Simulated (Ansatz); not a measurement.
**Ge2Mo: how the settings move a single-point run**

Aim: see which settings change the result for Ge2Mo, by how much, and at what cost.

Method: reference: DFT, r2SCAN, PAW with Ansatz's default frozen-core files, scalar-relativistic, in Ansatz 0.2.0.

## Step 1: The starting structure

It takes space group I4/mmm (No. 139, tetragonal). Conventional cell: a = 3.319 Å, b = 3.319 Å, c = 8.193 Å, α = 90.00°, β = 90.00°, γ = 90.00°. Ge (site symmetry 4mm) is surrounded by 5 Ge at 2.65 to 2.76 Å and 5 Mo at 2.69 to 2.77 Å. Mo (site symmetry 4/mmm) is surrounded by 10 Ge at 2.69 to 2.77 Å.

Structure file:

```
CELL_PARAMETERS angstrom
-1.65934 1.65934 4.09669
1.65934 -1.65934 4.09669
1.65934 1.65934 -4.09669
ATOMIC_POSITIONS crystal
Ge 0.66168 0.66168 0.00000
Ge 0.33832 0.33832 0.00000
Mo 0.00000 0.00000 0.00000
```

## Step 2: Baseline

Contents of input.yaml:

```yaml
crystal:
  lattice:
    - [-1.6593384531, 1.6593384531, 4.0966869849]
    - [1.6593384531, -1.6593384531, 4.0966869849]
    - [1.6593384531, 1.6593384531, -4.0966869849]
  atoms:
    - { symbol: Ge, position: [0.661677814, 0.661677814, 0.0] }
    - { symbol: Ge, position: [0.338322186, 0.338322186, 0.0] }
    - { symbol: Mo, position: [0.0, 0.0, 0.0] }
kpoints:
  mp_grid: { grid: [15, 15, 15] }
scf:
  occupations: { method: fermi_dirac, width: 0.05 }
hamiltonian:
  xc: r2scan
  pseudopotentials: { kind: paw }
output:
  forces: true
  stress: true
  eigenvalues: true
  efg: { contact_densities: true }
  populations: true
```

Started as:

```console
$ ansatz run input.yaml --threads 1 --pin off --max-ram 3072MiB --backend cpu --events-out ev --progress --plain --runs-dir out
```

## Step 3: Variant: dispersion d3bjatm, hubbard.sites [{species: Mo, l: d, u_eff: 1.0}], hubbard.double_counting amf

Changes to input.yaml since step 2:

```diff
@@ -16,2 +16,4 @@
   pseudopotentials: { kind: paw }
+  dispersion: d3bjatm
+  hubbard: { sites: [{ species: Mo, l: d, u_eff: 1.0 }], double_counting: amf }
 output:
```

What does the calculation give? Wanted: for each run, ending; energy change; pressure; gap; force.

As calculated:

| run | ending | energy change | pressure (GPa) | gap (eV) | force (eV/Å) | cycles | time |
| --- | --- | --- | --- | --- | --- | --- | --- |
| reference | converged | 0 | 0.0 | 0.00 | 0.00 | 7 | 46 s |
| 1: dispersion d3bjatm, hubbard.sites [{species: Mo, l: d, u_eff: 1.0}], hubbard.double_counting amf | converged | -216.2 meV/atom (U changed: no physical gain or loss) (offset of the dispersion model) | -1.7 | 0.00 | 0.05 | 9 | 58 s |

Residual by cycle in the longest SCF loop of each run; runs are numbered as in the table. The quantity is the density residual dr2, in eV.

```
cycle  reference    run 1
    1     0.0371     5.61
    2     0.0023    0.384
    3     8.6e-4   0.0558
    4     4.3e-5   0.0108
    5     1.0e-5  0.00126
    6     3.2e-7   1.3e-4
    7     2.8e-8   5.8e-6
    8          -   2.5e-7
    9          -   1.9e-8
```

What this shows: The energy moves by -216.2 meV/atom, nearly all of it the dispersion term itself (-207.7 meV/atom); that offset belongs to the model and is no gain or loss of stability; the pressure goes from 0.0 to -1.7 GPa and the largest force goes from 0.00 to 0.05 eV/Å. A changed U is a change of model: its shifts are not errors of convergence. The reference leaves spin out although Mo can carry a moment, so its state need not be the lowest.
